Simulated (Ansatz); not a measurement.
I need a rigid scan of one bond length of CH5FSeSi, SMILES FC([SiH3])[SeH]. Use Ansatz's Python interface. Level of theory (for the species named): PBE0, def2-SVP basis, multiplicity 1.

| atom | x (Å) | y (Å) | z (Å) |
| --- | --- | --- | --- |
| F | -0.6426 | 0.1851 | -1.7048 |
| C | -0.1213 | 0.6890 | -0.5483 |
| Si | 0.7680 | -0.7002 | 0.2772 |
| Se | -1.4301 | 1.3822 | 0.6318 |
| H | 0.5971 | 1.5012 | -0.8019 |
| H | 1.4107 | -0.1923 | 1.5332 |
| H | 1.8796 | -1.2003 | -0.6018 |
| H | -0.0982 | -1.7739 | 0.5960 |
| H | -2.2748 | 0.0628 | 0.6014 |

`scan_ch5fsesi.py`:
```python
'''Stretching a bond of CH5FSeSi, the rest held rigid.'''

import ansatz
from ase import Atoms
import numpy as np


def main() -> None:
    atoms = Atoms(['F', 'C', 'Si', 'Se', 'H', 'H', 'H', 'H', 'H'], positions=[
        [-0.6426, 0.1851, -1.7048],
        [-0.1213, 0.689, -0.5483],
        [0.768, -0.7002, 0.2772],
        [-1.4301, 1.3822, 0.6318],
        [0.5971, 1.5012, -0.8019],
        [1.4107, -0.1923, 1.5332],
        [1.8796, -1.2003, -0.6018],
        [-0.0982, -1.7739, 0.596],
        [-2.2748, 0.0628, 0.6014],
    ])
    system = ansatz.Crystal.molecule_from_ase(atoms)

    symbols = [site.symbol for site in system.cartesian_sites]
    start = np.array([site.position_ang for site in system.cartesian_sites])
    axis = (start[5] - start[2]) / np.linalg.norm(start[5] - start[2])
    moving = [5]
    lengths, energies = [1.32, 1.38, 1.44, 1.5, 1.56, 1.619, 1.679, 1.769], []
    for length in lengths:
        xyz = start.copy()
        xyz[moving] += (length - np.linalg.norm(start[5] - start[2])) * axis
        point = ansatz.Crystal.molecule()
        for symbol, place in zip(symbols, xyz):
            point = point.atom(symbol, place.tolist())
        model = (
            point.calculation()
            .basis(gaussian='def2-SVP')
            .functional('pbe0')
        )
        report = model.run().report
        energies.append(report['free_energy_ev'])
        print(f'r = {length:6.3f} A  E = {energies[-1]:.5f} eV  <S^2> = {abs(report["mean_field"]["state"]["spin_squared"]):.3f}')

    # quartic fit about the minimum
    fit = np.polynomial.Polynomial.fit(lengths, np.array(energies) - min(energies), 4).convert()
    roots = [r.real for r in fit.deriv().roots() if abs(r.imag) < 1e-9 and fit.deriv(2)(r.real) > 0]
    r_e = min(roots, key=lambda r: abs(r - lengths[int(np.argmin(energies))]))
    print(f'minimum of the fit at {r_e:.4f} A, force constant {fit.deriv(2)(r_e):.2f} eV/A^2')


if __name__ == '__main__':
    main()
```

```console
$ python scan_ch5fsesi.py
r =  1.320 A  E = -77032.87480 eV  <S^2> = 0.000
r =  1.380 A  E = -77033.09115 eV  <S^2> = 0.000
r =  1.440 A  E = -77033.20213 eV  <S^2> = 0.000
r =  1.500 A  E = -77033.23098 eV  <S^2> = 0.000
r =  1.560 A  E = -77033.19632 eV  <S^2> = 0.000
r =  1.619 A  E = -77033.11475 eV  <S^2> = 0.000
r =  1.679 A  E = -77032.99515 eV  <S^2> = 0.000
r =  1.769 A  E = -77032.76619 eV  <S^2> = 0.000
minimum of the fit at 1.4945 A, force constant 18.08 eV/A^2
```

What to keep in mind:
- Total energies depend on the basis set; only differences at equal settings carry meaning.
- The rest of the molecule is held rigid at a force-field or estimated start geometry, and the basis set is modest; single-reference methods fail as a bond breaks.
- The orbitals are restricted, so S² is zero by construction.
- Run time: 36 s on 1 thread of Arm Neoverse V1 (shared host), peak memory 0.29 GiB.
